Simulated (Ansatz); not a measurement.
# ClHISi radical: a relaxed scan of the bond length Si2–I3

The task here is to estimate one member of a computed series from the others.

Computed with Ansatz 0.2.0, Gaussian basis. Level: single points in def2-TZVPP.

Levels: PBE-D4, r2SCAN-D4, PBE0-D4, B3LYP-D4, wB97M-V, Hartree-Fock, MP2, CCSD, CCSD(T). The scan takes 2.091, 2.163, 2.268, 2.390, 2.526, 2.672, 2.828 Å.

Correlated methods freeze the cores. Filled d shells of the heavier atoms are correlated. Core potentials replace the inner electrons past krypton, and spin-orbit coupling is left out. Orbitals are unrestricted. B3LYP uses VWN-RPA correlation.

22 further runs of the same task are left out: 22 set aside as unsound or not needed.

## The starting structure

SMILES `Cl[SiH]I`, 4 atoms, charge 0, spin multiplicity 2.

Atoms are counted from 1 here; the program's logs count them from 0.

Bond lengths: Cl1–Si2 2.020 Å, Si2–I3 2.422 Å, Si2–H4 1.500 Å. Angles: Cl1–Si2–I3 106.8°, Cl1–Si2–H4 111.1°, I3–Si2–H4 107.0°.

Geometry (Å):

```xyz
4

Cl   -1.7716   -0.6547   -0.1152
Si    0.0587    0.0756   -0.5583
I     1.6302   -1.0256    0.9190
H     0.1382    1.5445   -0.2659
```

Set-up of the first run:

pre/in.yaml reads:

```yaml
crystal:
  periodic: [false, false, false]
  atoms:
    - {symbol: Cl, position_ang: [-1.771600, -0.654700, -0.115200]}
    - {symbol: Si, position_ang: [0.058700, 0.075600, -0.558300]}
    - {symbol: I, position_ang: [1.630200, -1.025600, 0.919000]}
    - {symbol: H, position_ang: [0.138200, 1.544500, -0.265900]}
basis:
  gaussian: {orbitals: def2-SVP}
magnetization: {spin_polarized: true, initial_magnetization: 1}
hamiltonian: {xc: pbe, dispersion: d4}
relax: {f_tol: 0.03, max_steps: 250}
```

No record of the launch command was kept for these runs.

Steps of the session up to this table: A first relaxation in a small basis; Finding the minimum; The minimum at every level; Si2–I3 = 2.091 Å; Si2–I3 = 2.163 Å; Si2–I3 = 2.268 Å; Si2–I3 = 2.390 Å; Si2–I3 = 2.526 Å; Si2–I3 = 2.672 Å; Si2–I3 = 2.828 Å.

One table of the session follows, with a row left open; its other results are not shown here.

It belongs to the step «The curves». Energies less that of the minimum at the same level (kcal/mol):

| bond length (Å) | PBE-D4 | PBE0-D4 | B3LYP-D4 | wB97M-V | Hartree-Fock |
| --- | --- | --- | --- | --- | --- |
| 2.091 | 26.4 | 24.8 | 26.9 | 24.8 | 28.5 |
| 2.163 | 15.2 | 13.9 | 15.5 | 13.8 | 16.3 |
| 2.268 | 5.3 | 4.4 | 5.5 | 4.4 | 5.6 |
| 2.390 | 0.5 | 0.2 | 0.5 | 0.2 | 0.5 |
| 2.432 (minimum) | 0.0 | 0.0 | 0.0 | 0.0 | 0.0 |
| 2.526 | ? | ? | ? | ? | ? |
| 2.672 | 4.2 | 5.6 | 4.0 | 5.7 | 5.1 |
| 2.828 | 10.2 | 12.6 | 10.0 | 12.8 | 12.2 |

Estimate the missing values for bond length (Å) = 2.526.

**Answer.** PBE-D4: 0.5; PBE0-D4: 1.0; B3LYP-D4: 0.4; wB97M-V: 1.1; Hartree-Fock: 0.7.
